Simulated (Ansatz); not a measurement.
# Si12CN16: the cost of one run

All numbers below are computed with Ansatz 0.2.0 (DFT PBE+D3(BJ), plane waves, PAW, scalar-relativistic, collinear spin).

## (1) The structure to begin with

The cell holds 29 atoms (CN16Si12): a = 7.614 Å, b = 7.614 Å, c = 5.825 Å, α = 90.00°, β = 90.00°, γ = 120.00°.

Coordinates:

```xyz
29
Lattice="7.6140 0.0000 0.0000 -3.8070 6.5939 0.0000 0.0000 0.0000 5.8246" Properties=species:S:1:pos:R:3 pbc="T T T"
Si   -1.5742    5.0991    0.7281
Si    2.4110    1.1862    2.1842
Si    0.1782    2.6811    0.7281
Si    5.3812    1.4948    2.1842
Si    1.3960    5.4077    0.7281
Si    3.6288    3.9128    2.1842
N     0.0000    4.3959    0.7281
N     3.8070    2.1980    2.1842
N     2.4296    0.2176    0.7281
N     1.0264    2.2129    2.1842
N     6.2107    1.9953    0.7281
N     1.3774    6.3763    2.1842
N     2.7806    4.3810    0.7281
N    -2.4037    4.5986    2.1842
Si   -1.5742    5.0991    3.6404
Si    2.4110    1.1862    5.0965
Si    0.1782    2.6811    3.6404
Si    5.3812    1.4948    5.0965
Si    1.3960    5.4077    3.6404
Si    3.6288    3.9128    5.0965
N     0.0000    4.3959    3.6404
N     3.8070    2.1980    5.0965
N     2.4296    0.2176    3.6404
N     1.0264    2.2129    5.0965
N     6.2107    1.9953    3.6404
N     1.3774    6.3763    5.0965
N     2.7806    4.3810    3.6404
N    -2.4037    4.5986    5.0965
C     3.2497    6.5069    0.4133
```

## (2) Preparing the start

Contents of input.yaml:

```yaml
crystal:
  lattice:
    - [7.614, 0.0, 0.0]
    - [-3.807, 6.593917, 0.0]
    - [0.0, 0.0, 5.8246]
  atoms:
    - { symbol: Si, position: [0.1799, 0.7733, 0.125] }
    - { symbol: Si, position: [0.4066, 0.1799, 0.375] }
    - { symbol: Si, position: [0.2267, 0.4066, 0.125] }
    - { symbol: Si, position: [0.8201, 0.2267, 0.375] }
    - { symbol: Si, position: [0.5934, 0.8201, 0.125] }
    - { symbol: Si, position: [0.7733, 0.5934, 0.375] }
    - { symbol: "N", position: [0.3333333, 0.6666667, 0.125] }
    - { symbol: "N", position: [0.6666667, 0.3333333, 0.375] }
    - { symbol: "N", position: [0.3356, 0.033, 0.125] }
    - { symbol: "N", position: [0.3026, 0.3356, 0.375] }
    - { symbol: "N", position: [0.967, 0.3026, 0.125] }
    - { symbol: "N", position: [0.6644, 0.967, 0.375] }
    - { symbol: "N", position: [0.6974, 0.6644, 0.125] }
    - { symbol: "N", position: [0.033, 0.6974, 0.375] }
    - { symbol: Si, position: [0.1799, 0.7733, 0.625] }
    - { symbol: Si, position: [0.4066, 0.1799, 0.875] }
    - { symbol: Si, position: [0.2267, 0.4066, 0.625] }
    - { symbol: Si, position: [0.8201, 0.2267, 0.875] }
    - { symbol: Si, position: [0.5934, 0.8201, 0.625] }
    - { symbol: Si, position: [0.7733, 0.5934, 0.875] }
    - { symbol: "N", position: [0.3333333, 0.6666667, 0.625] }
    - { symbol: "N", position: [0.6666667, 0.3333333, 0.875] }
    - { symbol: "N", position: [0.3356, 0.033, 0.625] }
    - { symbol: "N", position: [0.3026, 0.3356, 0.875] }
    - { symbol: "N", position: [0.967, 0.3026, 0.625] }
    - { symbol: "N", position: [0.6644, 0.967, 0.875] }
    - { symbol: "N", position: [0.6974, 0.6644, 0.625] }
    - { symbol: "N", position: [0.033, 0.6974, 0.875] }
    - { symbol: C, position: [0.9201982, 0.9867965, 0.0709582], spin: 1.0 }
magnetization:
  spin_polarized: true
basis:
  ecutwfc: 420.0
kpoints:
  mp_grid: { grid: [2, 2, 2] }
hamiltonian:
  xc: pbe
  dispersion: d3bj
  pseudopotentials: { kind: paw, azcp: { folder: soft_1 } }
scf:
  occupations: { method: fermi_dirac, width: 0.05 }
  lower_state_search: "off"
relax:
  f_tol: 0.08
  max_steps: 25
  adjacent_minimum: "off"
```

Started as:

```
$ ansatz run input.yaml --threads 2 --pin off --max-ram 5120MiB --backend cpu --events-out ev --progress --plain --runs-dir out
```

Q: Estimate wall time and peak memory on 2 threads of Arm Neoverse V2, shared host.

About 96 s, with a peak of 0.82 GiB.
